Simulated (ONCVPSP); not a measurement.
# Ta: generating and testing an ONCV potential

Do these settings give a usable potential? It is generated, then checked for transferability, scattering, ghosts and hardness.

Program: ONCVPSP 4.0.1. Reference atom: PBE, scalar-relativistic, spherical and spin-unpolarised. All values are calculated.

## (1) Starting point

The settings as typed:

| Item | Value |
| --- | --- |
| element | tantalum (Ta, Z = 73) |
| type | optimised norm-conserving Vanderbilt (ONCV) |
| frozen core | [Kr] 4d10 4f14 5s2 |
| valence charge | 11 |
| reference configuration | 5p6 5d3 6s1.5 (charge +0.5) |
| partial waves | 6s: rc 2.40 bohr, ncon 5, nbas 9, qcut 2.5 1/bohr, 1 projector; 5p: rc 1.95 bohr, ncon 4, nbas 9, qcut 5.5 1/bohr, 1 projector; 5d: rc 2.35 bohr, ncon 5, nbas 10, qcut 7.7 1/bohr, 3 projectors, debl 1.7 Ha; f scattering state at 0.06 Ha: rc 1.90 bohr, ncon 4, nbas 8, qcut 5.6 1/bohr, 2 projectors, debl 1.8 Ha |
| local potential | polynomial inside 1.20 bohr (lpopt 4, dvloc0 -1 Ha) |
| core correction | Teter function, fcfact 2.5, rcfact 1.45 |

## (2) The generation run

Contents of Ta.dat:

```
# ATOM AND REFERENCE CONFIGURATION
# atsym  z   nc   nv     iexc    psfile
  Ta 73.00   11    3        4      upf
#
#   n    l    f
    1    0    2.00
    2    0    2.00
    2    1    6.00
    3    0    2.00
    3    1    6.00
    3    2   10.00
    4    0    2.00
    4    1    6.00
    4    2   10.00
    4    3   14.00
    5    0    2.00
    5    1    6.00
    5    2    3.00
    6    0    1.50
#
# PSEUDOPOTENTIAL AND OPTIMIZATION
# lmax
    3
#
#   l,   rc,      ep,       ncon, nbas, qcut
    0    2.40    0.00    5    9    2.50
    1    1.95    0.00    4    9    5.50
    2    2.35    0.00    5   10    7.70
    3    1.90    0.06    4    8    5.60
#
# LOCAL POTENTIAL
# lloc, lpopt,  rc(5),   dvloc0
    4    4    1.20   -1.00
#
# VANDERBILT-KLEINMAN-BYLANDER PROJECTORs
# l, nproj, debl
    0    1    3.00
    1    1    3.30
    2    3    1.70
    3    2    1.80
#
# MODEL CORE CHARGE
# icmod, fcfact, rcfact
    3    2.50    1.45
#
# LOG DERIVATIVE ANALYSIS
# epsh1, epsh2, depsh
   -3.00    5.00    0.02
#
# OUTPUT GRID
# rlmax, drl
    6.00    0.01
#
# TEST CONFIGURATIONS
# ncnf
    4
# nvcnf
#   n    l    f
    3
    5    1    6.00
    5    2    3.00
    6    0    2.00
#
    3
    5    1    6.00
    5    2    3.00
    6    0    1.00
#
    3
    5    1    6.00
    5    2    3.00
    6    0    0.00
#
    3
    5    1    6.00
    5    2    2.00
    6    0    0.00
#
```

Run with:

```bash
oncvpsp.x < Ta.dat > Ta.out
```

**Question.** What will these runs give? Wanted: cutoffs for 1 and 0.1 mHa per electron, occupied waves; bound ghosts; GHOST(+) flags; largest test error; largest phase difference near zero energy, channels read; rms error of d²Exc/dn², without and with the model core.

**Answer**, as computed:

| quantity | value |
| --- | --- |
| cutoffs for 1 and 0.1 mHa per electron, occupied waves | 13 Ha and 36 Ha |
| bound ghosts | s at -156.39 eV |
| GHOST(+) flags | f at 6 eV |
| largest test error (AE − PS) | -10 meV, for 5p6 5d3 6s0 (1 test unsolved) |
| largest phase difference near zero energy, channels read | 0.090 rad |
| rms error of d²Exc/dn², without and with the model core | 5.05 and 1.31 mHa |

In words: It has a bound ghost (s), a state that the atom doesn't have, and that rules the file out. The worst unpolarised test, 5p6 5d3 6s0, is off by 10 meV on 20.0 eV; by total energies transferability rates as good where solved. Atomic tests can pass in spite of a ghost, since they solve only for the levels asked. Of the tests 1 gave no usable energy difference, which is a warning in itself. It counts as soft on the atom at that tolerance, with 13 Ha needed at the looser tolerance. The tighter tolerance needs 36 Ha, and converged work needs a cutoff nearer that. At the looser tolerance the 5d wave is the slowest; 5p needs 11 Ha. Near zero energy the largest phase difference among the channels read is 0.09 rad, in the p channel. The program also flags highly localised states, GHOST(+) (f). Note that the frozen 4f shell (-28 eV) lies higher than the valence 5p shell (-43 eV). These are tests on the free atom; a crystal test is still owed.
